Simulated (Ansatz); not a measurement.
# BaIn2O2: the cost of one run

Computed with Ansatz 0.2.0 (DFT PBE, scalar-relativistic, plane waves, PAW, unless a step's input says otherwise).

2 further runs of the same task are left out: 1 that didn't finish, 1 set aside as unsound or not needed.

### 1 The starting structure

Symmetry: R-3m, No. 166, trigonal system. Conventional cell: a = 3.846 Å, b = 3.846 Å, c = 20.362 Å, α = 90.00°, β = 90.00°, γ = 120.00°. Ba (site symmetry -3m) has 2 In at 2.55 Å in its first shell of neighbours. Around In (site symmetry 3m) lie 4 O at 2.26 to 2.30 Å and 1 Ba at 2.55 Å. Around O (site symmetry 3m) lie 4 In at 2.26 to 2.30 Å.

Coordinates:

```
Ba In O
1.0
     1.92324    1.11038    6.78741
    -1.92324    1.11038    6.78741
     0.00000   -2.22076    6.78741
Ba In O
1 2 2
Direct
  0.00000 0.00000 0.00000
  0.87465 0.87465 0.87465
  0.12535 0.12535 0.12535
  0.76349 0.76349 0.76349
  0.23651 0.23651 0.23651
```

The cell is invented: close-packed anion layers stacked AB|C, with sites between them filled layer by layer (R-3m, No. 166). Lengths come from tabulated atomic sizes and are only a guess.

### 2 A first look at the guess

input.yaml reads:

```yaml
crystal:
  lattice:
    - [1.9232383, 1.11038215, 6.7874138]
    - [-1.9232383, 1.11038215, 6.7874138]
    - [0.0, -2.22076431, 6.7874138]
  atoms:
    - { symbol: Ba, position: [0.0, 0.0, 0.0] }
    - { symbol: In, position: [0.87464516, 0.87464516, 0.87464516] }
    - { symbol: In, position: [0.12535484, 0.12535484, 0.12535484] }
    - { symbol: O, position: [0.76349254, 0.76349254, 0.76349254] }
    - { symbol: O, position: [0.23650746, 0.23650746, 0.23650746] }
basis:
  ecutwfc: 420
kpoints:
  mp_grid: { grid: [6, 6, 6] }
hamiltonian:
  xc: pbe
scf:
  occupations: { method: gaussian, width: 0.1 }
  lower_state_search: "off"
output:
  forces: true
  stress: true
  eigenvalues: true
```

Started as:

```bash
$ ansatz run input.yaml --threads 1 --pin off --max-ram 2560MiB --backend cpu --events-out ev --progress --plain --runs-dir out
```

Q: Estimate wall time and peak memory on 1 thread of Intel Xeon at 2.50GHz (Skylake/Cascade Lake), shared host.

About 12 s, with a peak of 0.41 GiB.
